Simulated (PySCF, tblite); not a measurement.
# C5H5BrO+ (doublet): geometry, infrared bands and EPR parameters

Aim: predict the infrared bands and EPR parameters of C5H5BrO+ (doublet) (`[CH2+][CH]/C=C(\Br)C=O`).

Computed with tblite 0.8.0 and PySCF 2.14.0, with density-fitted response routines of our own, on a single molecule in the gas phase. Atoms are numbered from 0 throughout.

## Step 1: The starting structure

12 atoms, charge 1, multiplicity 2; geometry from: force field or distance geometry start.

Bonds of the start (Å): C0–C1 1.44, C1–C2 1.44, C2–C3 1.34, C3–Br4 1.87, C3–C5 1.49, C5–O6 1.23, C0–H7 1.09, C0–H8 1.08, C1–H9 1.09, C2–H10 1.09, C5–H11 1.10.

## Step 2: Relaxing the molecule with GFN2-xTB

Job settings and geometry (Å):

```
{"job": {"kind": "relax", "xc": "GFN2-xTB", "basis": "xTB"}, "charge": 1, "multiplicity": 2}
C      2.299300     0.389500    -0.974800
C      1.114100    -0.345600    -0.608900
C     -0.018400     0.177400     0.109000
C     -1.135600    -0.481900     0.459500
Br    -1.476100    -2.298700     0.156300
C     -2.206800     0.261200     1.190400
O     -2.131300     1.455500     1.475100
H      2.385500     1.450000    -0.730000
H      3.099800    -0.109400    -1.501000
H      1.119400    -1.400800    -0.879200
H      0.043700     1.238800     0.352400
H     -3.092400    -0.336700     1.469400
```

Started as:

```sh
$ OMP_NUM_THREADS=1 python probes_run.py task.json out
```

This one command runs all jobs of the session in turn.

**Question.** This job is followed by: GFN2-xTB harmonic vibrations, gas phase; UKS B3LYP, def2-TZVP-core on Br, pcH-1 on C H O, non-relativistic, mean-field spin-orbit, GIAO. Predict these results of the whole session: strongest single infrared mode (GFN2-xTB); zero-point energy (GFN2-xTB); g(iso) (B3LYP); ⟨S²⟩; largest a(iso) (averaged by class).

**Answer**, as computed:

```
                                 quantity                  value
strongest single infrared mode (GFN2-xTB)  1522 cm⁻¹, 295 km/mol
             zero-point energy (GFN2-xTB)          49.7 kcal/mol
                           g(iso) (B3LYP)                2.04096
                                     ⟨S²⟩     0.764 (exact 0.75)
       largest a(iso) (averaged by class)  79Br on Br4, 42.1 MHz
```

Over 34 steps the energy fell by 0.299 eV; of the close pairs, C0–C1 changed most, 1.442 to 1.358 Å. All 30 modes are real, so the xTB geometry is a minimum. The strongest single mode, at 1522 cm⁻¹, moves mainly C1 and C0. Unscaled tight-binding wavenumbers are off by several per cent, some by more. Its intensities can rank the bands wrongly. The largest spin populations lie on C0 (0.38 e), C3 (0.30 e). The isotropic g lies 38.6 ppt above the free-electron value. The hyperfine terms hold no scalar relativity, which the heavier nuclei need. These values are for one conformer; the search (at its own cheap level) found 2 more, at 0.82, 2.95 kcal/mol, and measured spectra average over such forms.
